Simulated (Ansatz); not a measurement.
# BGaH3N: ionisation energy by level of theory

The task here is to estimate one member of a computed series from the others.

Computed with Ansatz 0.2.0, Gaussian basis. Level: unrestricted cation, the program's frozen cores in correlated methods.

Levels to be run: UKS PBE-D4/def2-TZVPP; UKS r2SCAN-D4/def2-TZVPP; UKS PBE0-D4/def2-TZVPP; UKS B3LYP-D4/def2-TZVPP; UKS wB97X-V/def2-TZVPP; UKS wB97M-V/def2-TZVPP; UKS B2PLYP/def2-TZVPP; UHF-CCSD(T)/def2-TZVPP; UHF-MP2/def2-QZVPP; extrapolation to the limit; then −ε(HOMO) from the neutral's earlier runs with LDA (SPW92), PBE-D4, revPBE-D4, BLYP-D4, r2SCAN-D4, B97M-V, PBE0-D4, B3LYP-D4, r2SCANh-D4, r2SCAN0-D4, HSE06-D4, BHLYP-D4, CAM-B3LYP-D4, LC-ωPBE, ωB97X-V, ωB97M-V.

## The relaxed structure

The geometry comes from an earlier relaxation with PBE0-D4 in a triple-zeta def2 set; it is a stationary point.

SMILES `[BH]1[NH][GaH]1`, 6 atoms, charge 0, spin multiplicity 1.

Atoms are counted from 1 here; the program's logs count them from 0.

Bond lengths: B1–N2 1.367 Å, B1–Ga3 2.011 Å, B1–H4 1.191 Å, N2–Ga3 1.953 Å, N2–H5 1.013 Å, Ga3–H6 1.556 Å. Angles: N2–B1–Ga3 67.6°, N2–B1–H4 139.5°, Ga3–B1–H4 152.9°, B1–N2–Ga3 72.1°, B1–N2–H5 130.1°, Ga3–N2–H5 157.8°, B1–Ga3–N2 40.3°, B1–Ga3–H6 159.4°, N2–Ga3–H6 119.1°.

Geometry (Å):

```mol
BGaH3N
  3D, bonds by distance, orders not assigned

  6  6  0  0  0  0  0  0  0  0999 V2000
   -0.5963   -0.7595   -0.3152 B   0  0
    0.2932    0.2151   -0.6725 N   0  0
    0.0808    0.2786    1.2680 Ga  0  0
   -1.2599   -1.6100   -0.8206 H   0  0
    0.6436    0.4755   -1.5871 H   0  0
    0.8806    1.3363    2.0813 H   0  0
  1  2  8  0
  2  3  8  0
  1  4  8  0
  2  5  8  0
  3  6  8  0
  1  3  8  0
M  END
```

Set-up of the first run:

in.yaml reads:

```yaml
crystal:
  periodic: [false, false, false]
  atoms:
    - {symbol: B, position_ang: [-0.596328, -0.759467, -0.315187]}
    - {symbol: N, position_ang: [0.293202, 0.215069, -0.672517]}
    - {symbol: Ga, position_ang: [0.080810, 0.278621, 1.268034]}
    - {symbol: H, position_ang: [-1.259863, -1.610033, -0.820635]}
    - {symbol: H, position_ang: [0.643649, 0.475463, -1.587076]}
    - {symbol: H, position_ang: [0.880629, 1.336347, 2.081281]}
basis:
  gaussian: {orbitals: def2-TZVPP}
total_charge: 1
magnetization: {spin_polarized: true, initial_magnetization: 1}
hamiltonian: {xc: pbe, dispersion: d4}
```

The run is started by

```console
$ ansatz run in.yaml --threads 2 --pin off --events-out ev --progress --plain --max-ram 4352MiB
```

Steps of the session up to this table: Cation, UKS PBE-D4/def2-TZVPP; Cation, UKS r2SCAN-D4/def2-TZVPP; Cation, UKS PBE0-D4/def2-TZVPP; Cation, UKS B3LYP-D4/def2-TZVPP; Cation, UKS wB97X-V/def2-TZVPP; Cation, UKS wB97M-V/def2-TZVPP; Cation, UKS B2PLYP (frozen core)/def2-TZVPP; Cation, UHF-CCSD(T)/def2-TZVPP; Cation, UHF-MP2/def2-QZVPP.

One table of the session follows, with a row left open; its other results are not shown here.

It belongs to the step «Ionisation energies side by side». For comparison, −ε(HOMO) of the neutral from earlier runs:

| functional | −ε(HOMO) (eV) |
| --- | --- |
| LDA (SPW92) | 5.51 |
| PBE-D4 | 5.38 |
| revPBE-D4 | 5.33 |
| BLYP-D4 | 5.28 |
| r2SCAN-D4 | 5.58 |
| B97M-V | 5.60 |
| PBE0-D4 | 6.36 |
| B3LYP-D4 | 6.22 |
| r2SCANh-D4 | 5.95 |
| r2SCAN0-D4 | ? |
| HSE06-D4 | 5.97 |
| BHLYP-D4 | 7.26 |
| CAM-B3LYP-D4 | 7.61 |
| LC-ωPBE | 8.82 |
| ωB97X-V | 8.53 |
| ωB97M-V | 8.40 |

**Question.** Estimate the row for r2SCAN0-D4.

Worked estimate for «−ε(HOMO) (eV)». Against the share of exact exchange, r2SCAN-D4 (0, 5.58), r2SCANh-D4 (0.1, 5.95) give a slope of 3.70 per unit share; at 0.25 the line stands at 6.50.

The run gave: −ε(HOMO) (eV): 6.49. In «−ε(HOMO) (eV)» the line misses by +0.01.
